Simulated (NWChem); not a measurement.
**HF/3-21G run of SiF4 (silicon tetrafluoride)**

Wanted: a structure relaxation of SiF4 (silicon tetrafluoride). 

The results are computed with NWChem 7.3.0.

4 further runs of the same task are left out: 2 that didn't finish, 2 set aside as unsound or not needed.

### Step 1. Starting point

The species is SiF4 (5 atoms), meant as a singlet with charge 0. As SMILES, `F[Si](F)(F)F`. Geometry: relaxed at PBE0-D4/def2-TZVP. The run starts from this shape.

Bond lengths: F1–Si2 1.562 Å, Si2–F3 1.562 Å, Si2–F4 1.562 Å, Si2–F5 1.562 Å. Angles: F1–Si2–F3 109.5°, F1–Si2–F4 109.5°, F1–Si2–F5 109.5°, F3–Si2–F4 109.5°, F3–Si2–F5 109.5°, F4–Si2–F5 109.5°.

### Step 2. A geometry optimisation at HF/3-21G

Contents of f4si.nw:

```
start f4si
memory total 2200 mb
geometry units angstroms
 F     0.143200   -0.791930    1.338460
 Si    0.000000    0.000000    0.000000
 F    -1.047100    1.144420    0.181750
 F    -0.477230   -0.967810   -1.129040
 F     1.381130    0.615320   -0.391170
end
basis "ao basis" spherical bse
 * library 3-21G
end
scf
 thresh 1e-07
 maxiter 80
 print low
end
driver
 maxiter 60
end
freq
 temp 2 298.15 500
end
task scf optimize
task scf frequencies
```

The run is started by

```sh
nwchem f4si.nw > f4si.out
```

The program printed:

```text
[...]
  functions       =    49
[...]
  wavefunction    = RHF
[...]
         Total SCF energy =   -683.270154110183
[...]
@    0    -683.27015411  0.0D+00  0.02316  0.01465  0.00000  0.00000      2.8
[...]
         Total SCF energy =   -683.272079903787
[...]
         Total SCF energy =   -683.272079903787
[...]
@    1    -683.27207990 -1.9D-03  0.00107  0.00068  0.02304  0.03239      4.7
[...]
         Total SCF energy =   -683.272084358831
[...]
         Total SCF energy =   -683.272084358831
[...]
                         RHF ENERGY GRADIENTS
    atom               coordinates                        gradient
                 x          y          z           x          y          z
   1 F       1.478194  -1.598070  -2.055471    0.000031  -0.000034  -0.000043
   2 Si     -0.000000  -0.000000  -0.000000   -0.000000  -0.000000  -0.000000
   3 F      -1.202556  -1.847943   2.025541   -0.000025  -0.000039   0.000042
   4 F      -2.172834   1.571922  -1.331053   -0.000046   0.000033  -0.000028
   5 F       1.897196   1.874092   1.360983    0.000040   0.000040   0.000029
[...]
@    2    -683.27208436 -4.5D-06  0.00006  0.00004  0.00102  0.00142      6.1
[...]
      Optimization converged
[...]
@    2    -683.27208436 -4.5D-06  0.00006  0.00004  0.00102  0.00142      6.1
[...]
         Total SCF energy =   -683.272084358831
      One-electron energy =  -1485.920287480828
      Two-electron energy =    534.905579805343
 Nuclear repulsion energy =    267.742623316653
        Time for solution =      0.1s
[...]
 Normal Eigenvalue ||           Projected Infra Red Intensities
  Mode   [cm**-1]  || [atomic units] [(debye/angs)**2] [(KM/mol)] [arbitrary]
 ------ ---------- || -------------- ----------------- ---------- -----------
    1       -0.000 ||    0.000000           0.000         0.000       0.000
    2       -0.000 ||    0.000000           0.000         0.000       0.000
    3       -0.000 ||    0.000000           0.000         0.000       0.000
    4        0.000 ||    0.000000           0.000         0.000       0.000
    5        0.000 ||    0.000000           0.000         0.000       0.000
    6        0.000 ||    0.000000           0.000         0.000       0.000
    7      269.755 ||    0.000000           0.000         0.000       0.000
    8      269.757 ||    0.000000           0.000         0.000       0.000
    9      391.544 ||    0.100439           2.317        97.913      16.880
   10      391.545 ||    0.100438           2.317        97.912      16.880
   11      391.545 ||    0.100438           2.317        97.912      16.880
   12      844.346 ||    0.000000           0.000         0.000       0.000
   13     1155.904 ||    0.197077           4.547       192.121      33.120
   14     1155.904 ||    0.197077           4.547       192.121      33.120
[...]
```

Run time: 12 s. Hardware: 1 thread of Intel Xeon at 2.50GHz (Skylake/Cascade Lake), shared host; peak memory 0.11 GiB.

The path in brief:

| step | energy from the first frame kept (eV) |
| --- | --- |
| 0 | 0.0000 |
| 1 | -0.0524 |
| 2 | -0.0525 |

After the run. Bond lengths: F1–Si2 1.584 Å, Si2–F3 1.584 Å, Si2–F4 1.584 Å, Si2–F5 1.584 Å. Angles: F1–Si2–F3 109.5°, F1–Si2–F4 109.5°, F1–Si2–F5 109.5°, F3–Si2–F4 109.5°, F3–Si2–F5 109.5°, F4–Si2–F5 109.5°.

### Step 3. Results

Level: HF/3-21G.

| quantity | value |
| --- | --- |
| total energy at the end | -683.27208 Eh |
| lowest harmonic wavenumber | 270 cm⁻¹ |
| highest harmonic wavenumber | 1156 cm⁻¹ |
| zero-point energy | 36.0 kJ/mol |

In words: At the final geometry: Bond lengths: F1–Si2 1.584 Å, Si2–F3 1.584 Å, Si2–F4 1.584 Å, Si2–F5 1.584 Å. Angles: F1–Si2–F3 109.5°, F1–Si2–F4 109.5°, F1–Si2–F5 109.5°, F3–Si2–F4 109.5°, F3–Si2–F5 109.5°, F4–Si2–F5 109.5°. The program took a symmetry number of 1 where this shape has 12, so the entropy in its output is too high by R ln(12/1) = 4.94 cal/(mol K). All 9 modes are real, so the shape is a minimum at this level. The optimisation took 3 steps and changed the energy by -0.053 eV.
